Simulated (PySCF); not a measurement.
# C3H5AlF2: the cost of one run

The runs use PySCF 2.14.0, with density-fitted response routines of our own; the level of theory stands in each step. All values are computed, except where a source is named. Atoms are numbered from 0 throughout.

### 1 Starting geometry

11 atoms, charge 0, multiplicity 1; geometry from: GFN2-xTB. The atoms were then displaced at random by about 0.01 Å, so the start is not that level's minimum.

Bonds of the start (Å): C0–C1 1.30, C1–C2 1.48, C2–Al3 2.03, Al3–F4 1.62, Al3–F5 1.66, C0–H6 1.09, C0–H7 1.09, C1–H8 1.06, C2–H9 1.08, C2–H10 1.10.

### 2 Geometry optimisation at PBE0-D3(BJ)/def2-SVP

What the job is given:

```
{"job": {"xc": "PBE0", "basis": "def2-SVP", "d3": "d3bj", "grid": 1, "shake": 0.01, "kind": "geom"}, "charge": 0, "multiplicity": 1}
C     -1.497320     0.208520     0.728170
C     -0.968270    -0.372630    -0.311040
C      0.484870    -0.630590    -0.433190
Al     1.530630     0.557320     0.833440
F      2.782280    -0.039600     1.677600
F      1.206170     2.174720     1.015600
H     -2.568410     0.382370     0.826310
H     -0.873450     0.615290     1.526670
H     -1.577900    -0.719070    -1.108730
H      0.812420    -0.527330    -1.458920
H      0.707100    -1.674820    -0.151900
```

Command:

```
$ OMP_NUM_THREADS=1 python probes_run.py task.json out
```

One launch serves the whole session: the jobs run in the order shown.

Q: Estimate the wall time and peak memory of this first job on 1 thread of Arm Neoverse V1, shared host.

About 65 s, with a peak of 0.47 GiB.
